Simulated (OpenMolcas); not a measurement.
# Co⁵⁺: CASSCF and CASPT2 terms and fine-structure levels

Which level of Co⁵⁺ lies lowest, and where do the others fall? The reference wave functions come first, then spin-orbit coupling, then second-order correlation under several settings.

The numbers are computed with OpenMolcas 26.06 (state-averaged CASSCF and CASPT2, spin-orbit coupling by RASSI with atomic mean-field integrals), except any that are marked as measured or tabulated.

### Step 1. What is computed

* Species: Co⁵⁺ (cobalt, Z = 27, 22 electrons)
* Basis: ANO-RCC-VQZP [7s6p4d3f2g1h], 95 functions
* Scalar Hamiltonian: DKH2, point nucleus
* Inactive shells: 1s 2s 2p 3s 3p
* Active space: 4 electrons in 10 orbitals (3d 4d)
* Some configurations of this space: 3d4
* Orbitals: optimised for each spin and parity, averaged over all roots

The outer shells:

3d4
```
3d [↑ ][↑ ][↑ ][↑ ][  ]
```

The work runs as a chain of OpenMolcas steps in one folder; each step below is one input file. Labels, J, g values, rates, χT and fits are worked out afterwards by a script from the matrices that RASSI stores.

### Step 2. Basis and integrals

a.inp

```
&GATEWAY
Coord
1

Co 0.0 0.0 0.0
Basis=ANO-RCC-VQZP
Group=XYZ
NoMove
AngMom=0.0 0.0 0.0
AMFI
&SEWARD
```

Command:

```sh
OMP_NUM_THREADS=1 MOLCAS_MEM=1689 MOLCAS_PROJECT=a pymolcas a.inp > a.log
```

What it wrote:

```text
Basis set label: CO.ANO-RCC...7S6P4D3F2G1H.

      Electronic valence basis set:
      ------------------
      Associated Effective Charge  27.000000 au
      Associated Actual Charge     27.000000 au
      Nuclear Model: Point charge

      Shell  nPrim  nBasis  Cartesian Spherical Contaminant
         s      21       7        X
         p      15       6        X
         d      10       4                 X
         f       6       3                 X
         g       4       2                 X
         h       2       1                 X
                  Relativistic Douglas-Kroll-Hess integrals:
                    - DKH order of Hamiltonian: 2
                    - DKH order of Properties : 0
                  Atomic mean-field integrals
```

### Step 3. Start orbitals from a smaller active space

a.inp

```
&RASSCF
FileOrb=start.orb
Symmetry=1
Spin=5
nActEl=4 0 0
Inactive=3 6
Ras2=5 0
CIRoot=5 5 1
SDav=5
CIMx=300
Iter=120 100
PrWF=0.3
OrbListing=Nothing
MaxOrb=0
Atom
>>> COPY $Project.JobIph JOBPRE
```

Command:

```sh
OMP_NUM_THREADS=1 MOLCAS_MEM=1689 MOLCAS_PROJECT=a pymolcas a.inp > a.log
```

Its output is not shown; its orbitals start the next step.

### Step 4. CASSCF: quintets of even parity, 5 roots

a.inp

```
&RASSCF
FileOrb=start.orb
Symmetry=1
Spin=5
nActEl=4 0 0
Inactive=3 6
Ras2=10 0
CIRoot=5 5 1
SDav=210
CIMx=300
Iter=120 100
PrWF=0.3
OrbListing=Nothing
MaxOrb=0
Atom
>>> COPY $Project.JobIph JOB001
```

What it wrote (excerpt; [...] marks lines left out):

```text
[...]
      Number of active orbitals                 10
[...]
      Spin quantum number                      2.0
[...]
      Active orbitals                           10   0
[...]
      Number of CSFs                           210
      Number of root(s) required                 5
[...]
      Convergence after  7 iterations
[...]
      Natural orbitals and occupation numbers for root  1
      sym 1:   0.998931   0.998935   0.000040   0.999019   0.999069   0.000000   0.000935   0.001048   0.001046   0.000977
      Natural orbitals and occupation numbers for root  2
      sym 1:   0.998972   0.999093   0.000040   0.998931   0.998958   0.000000   0.001048   0.001027   0.000914   0.001016
      Natural orbitals and occupation numbers for root  3
      sym 1:   0.998955   0.000000   0.999092   0.998931   0.998975   0.001048   0.001029   0.000915   0.000040   0.001013
::    RASSCF root number  1 Total energy:  -1385.20246172
::    RASSCF root number  2 Total energy:  -1385.20246172
::    RASSCF root number  3 Total energy:  -1385.20246172
::    RASSCF root number  4 Total energy:  -1385.20246172
::    RASSCF root number  5 Total energy:  -1385.20246172
```

### Step 5. Reference wave functions, triplets of even parity, 45 roots

a.inp

```
&RASSCF
FileOrb=start.orb
Symmetry=1
Spin=3
nActEl=4 0 0
Inactive=3 6
Ras2=10 0
CIRoot=45 45 1
SDav=990
CIMx=300
Iter=120 100
PrWF=0.3
OrbListing=Nothing
MaxOrb=0
Atom
>>> COPY $Project.JobIph JOB002
```

Command:

```sh
OMP_NUM_THREADS=1 MOLCAS_MEM=1689 MOLCAS_PROJECT=a pymolcas a.inp > a.log
```

What it wrote (excerpt; [...] marks lines left out):

```text
[...]
      Number of active orbitals                 10
[...]
      Spin quantum number                      1.0
[...]
      Active orbitals                           10   0
[...]
      Number of CSFs                           990
      Number of root(s) required                45
[...]
      Convergence after  8 iterations
[...]
      Natural orbitals and occupation numbers for root  1
      sym 1:   1.062701   0.664930   1.003730   0.812378   0.451372   0.000792   0.001331   0.000543   0.001249   0.000973
      Natural orbitals and occupation numbers for root  2
      sym 1:   0.439869   0.854173   0.673450   1.081184   0.946433   0.001334   0.000511   0.001072   0.000811   0.001163
      Natural orbitals and occupation numbers for root  3
      sym 1:   0.479441   1.079815   0.974269   0.610889   0.850697   0.001384   0.000548   0.000770   0.001112   0.001076
::    RASSCF root number  1 Total energy:  -1385.06952883
::    RASSCF root number  2 Total energy:  -1385.06952883
[...]
::    RASSCF root number 27 Total energy:  -1385.03490589
::    RASSCF root number 28 Total energy:  -1385.03490589
::    RASSCF root number 29 Total energy:  -1385.03490589
::    RASSCF root number 30 Total energy:  -1385.03490589
```

### Step 6. Reference wave functions, singlets of even parity, 44 roots

a.inp

```
&RASSCF
FileOrb=start.orb
Symmetry=1
Spin=1
nActEl=4 0 0
Inactive=3 6
Ras2=10 0
CIRoot=44 44 1
SDav=825
CIMx=300
Iter=120 100
PrWF=0.3
OrbListing=Nothing
MaxOrb=0
Atom
>>> COPY $Project.JobIph JOB003
```

What it wrote (excerpt; [...] marks lines left out):

```text
[...]
      Number of active orbitals                 10
[...]
      Spin quantum number                      0.0
[...]
      Active orbitals                           10   0
[...]
      Number of CSFs                           825
      Number of root(s) required                44
[...]
      Convergence after  5 iterations
[...]
      Natural orbitals and occupation numbers for root  1
      sym 1:   1.178624   0.403155   1.069267   0.569478   0.774383   0.000732   0.001356   0.000994   0.000527   0.001485
      Natural orbitals and occupation numbers for root  2
      sym 1:   0.350437   1.174027   1.082837   0.629069   0.758538   0.001378   0.000811   0.000453   0.001478   0.000973
      Natural orbitals and occupation numbers for root  3
      sym 1:   0.648389   0.400742   0.762896   1.168228   1.014651   0.001478   0.001284   0.000826   0.000517   0.000989
::    RASSCF root number  1 Total energy:  -1385.00276341
::    RASSCF root number  2 Total energy:  -1385.00276341
[...]
::    RASSCF root number 27 Total energy:  -1384.94010397
::    RASSCF root number 28 Total energy:  -1384.94010397
::    RASSCF root number 29 Total energy:  -1384.89872041
::    RASSCF root number 30 Total energy:  -1384.89872041
```

### Step 7. State interaction with spin-orbit coupling

a.inp

```
&RASSI
NrOfJobIphs=3 5 45 44
1 2 3 4 5
1 2 3 4 5 6 7 8 9 10 11 12 13 14 15 16 17 18 19 20 21 22 23 24 25 26 27
28 29 30 31 32 33 34 35 36 37 38 39 40 41 42 43 44 45
1 2 3 4 5 6 7 8 9 10 11 12 13 14 15 16 17 18 19 20 21 22 23 24 25 26 27
28 29 30 31 32 33 34 35 36 37 38 39 40 41 42 43 44
IphNames
JOB001
JOB002
JOB003
EJob
SpinOrbit
DIPRint=1.0
SOCoupling=1000.0
Subsets=2
MEES
Property=10
'ANGMOM' 1 'ANGMOM' 2 'ANGMOM' 3 'MLTPL  1' 1 'MLTPL  1' 2 'MLTPL  1' 3
'AMFI' 1 'AMFI' 2 'AMFI' 3 'MLTPL  2' 6
SOProperty=3
'ANGMOM' 1 'ANGMOM' 2 'ANGMOM' 3
```

What it wrote (excerpt; [...] marks lines left out):

```text
[...]
Eigenvalues of complex Hamiltonian:
   -----------------------------------
  (Shifted by EMIN (a.u.) =      -1385.2024617193)
 SO State       Relative EMIN(au)   Rel lowest level(eV)    D:o, cm**(-1)     J-value
     1            -0.0055525908        0.0000000000              0.0000         0.0
     2            -0.0046019406        0.0258685105            208.6436         0.8
     3            -0.0046019406        0.0258685105            208.6436         0.7
     4            -0.0046019406        0.0258685105            208.6436         0.8
     5            -0.0027679894        0.0757728641            611.1494         1.6
     6            -0.0027679894        0.0757728641            611.1494         1.4
     7            -0.0027679894        0.0757728641            611.1494         1.3
     8            -0.0027679894        0.0757728641            611.1494         1.7
     9            -0.0027679894        0.0757728641            611.1494         1.8
    10            -0.0001531465        0.1469263639           1185.0410         2.6
    11            -0.0001531465        0.1469263639           1185.0410         2.6
[...]
```

Time for these steps: 50 s (1 thread, shared host).

The roots that group into whole terms:

```tsv
configuration	term	E (cm-1)
3d4	5D	0.0
3d4	3H	29175
3d4	3P(1)	32528
3d4	3F(1)	33516
3d4	3G	36774
3d4	1I	43829
3d4	1G(1)	46148
3d4	3D	47544
3d4	1S	53810
3d4	1D	57581
3d4	1F	66664
3d4	3F(2)	78208
3d4	3P(2)	79396
3d4	1G(2)	88737
```

Fine-structure levels, from the RASSI matrices grouped by J:

```
Configuration   Term  J  E (cm-1)  Leading %
          3d4     5D  0       0.0        100
          3d4     5D  1       209        100
          3d4     5D  2       611        100
          3d4     5D  3      1185        100
          3d4     5D  4      1907        100
          3d4     3H  4     29759         98
          3d4     3H  5     30222         99
          3d4     3H  6     30723        100
          3d4  3P(1)  0     31475         99
          3d4  3P(1)  1     32699        100
          3d4  3F(1)  2     34345        100
          3d4  3F(1)  3     34430         92
          3d4  3F(1)  4     34657         92
          3d4  3P(1)  2     34794         99
          3d4     3G  3     37629         92
          3d4     3G  4     38154         92
          3d4     3G  5     38548         99
          3d4     1I  6     45104        100
          3d4  1G(1)  4     47604         98
          3d4     3D  3     48613        100
          3d4     3D  2     48761         99
          3d4     3D  1     48951        100
          3d4     1S  0     55183         99
          3d4     1D  2     58917         99
          3d4     1F  3     67839         99
          3d4  3F(2)  4     79408        100
          3d4  3F(2)  2     79481        100
          3d4  3F(2)  3     79555         99
          3d4  3P(2)  2     79957        100
          3d4  3P(2)  1     81332        100
          3d4  3P(2)  0     82061        100
          3d4  1G(2)  4     90007        100
```

Orbitals of the lowest block:

```tsv
shell	space	energy (hartree)	mean occupation	⟨r²⟩ (bohr²)
1s	inactive	-289.0523	2.000	0.00421
2s	inactive	-38.8261	2.000	0.0760
2p	inactive	-33.5908	6.000	0.0617
3s	inactive	-7.7280	2.000	0.647
3p	inactive	-6.0781	6.000	0.706
3d	RAS2		3.996	0.823
4d	RAS2		0.004	1.76
```

The strongest lines between these levels (CASSCF energies, vacuum wavelengths; moments from the reference wave functions; branching within the model space):

```tsv
upper	lower	type	λ (nm)	A (s-1)	branching %
3d4 3P1(2)	3d4 5D2	M1	123.9	1.69e+00	19.4
3d4 3P2(2)	3d4 5D3	M1	126.9	1.23e+00	15.0
3d4 3F2(2)	3d4 3H4	E2	201.1	6.87e+00	40.6
3d4 3F3(2)	3d4 3H5	E2	202.7	6.00e+00	38.1
3d4 3F4(2)	3d4 3H6	E2	205.4	6.33e+00	40.0
3d4 3P2(2)	3d4 3P1(1)	E2	211.6	1.65e+00	20.2
3d4 3D3	3d4 5D4	M1	214.1	1.04e+00	58.4
3d4 3P1(2)	3d4 3P2(1)	E2	214.9	2.26e+00	26.0
3d4 3P2(2)	3d4 3P2(1)	E2	221.4	1.19e+00	14.6
3d4 3F2(2)	3d4 3F2(1)	E2	221.6	1.95e+00	11.5
3d4 3F2(2)	3d4 3F3(1)	E2	222	1.84e+00	10.9
3d4 1G4(2)	3d4 1I6	E2	222.7	7.98e+00	63.8
3d4 3F4(2)	3d4 3F4(1)	E2	223.5	1.60e+00	10.1
3d4 3F2(2)	3d4 3G3	E2	238.9	1.70e+00	10.0
3d4 3F4(2)	3d4 3G5	E2	244.7	2.17e+00	13.8
3d4 3P2(1)	3d4 5D3	M1	297.5	1.94e+00	90.1
3d4 3F3(1)	3d4 5D3	M1	300.8	1.16e+00	65.0
3d4 3F4(1)	3d4 5D4	M1	305.3	2.00e+00	81.1
3d4 3P1(1)	3d4 5D2	M1	311.6	2.85e+00	88.7
3d4 1D2	3d4 3F3(1)	M1	408.4	1.11e+00	38.1
3d4 1G4(1)	3d4 3H5	M1	575.3	7.41e-01	28.1
3d4 1G4(1)	3d4 3F4(1)	M1	772.4	7.59e-01	28.8
```

(Part 1 of 3 ends here.)
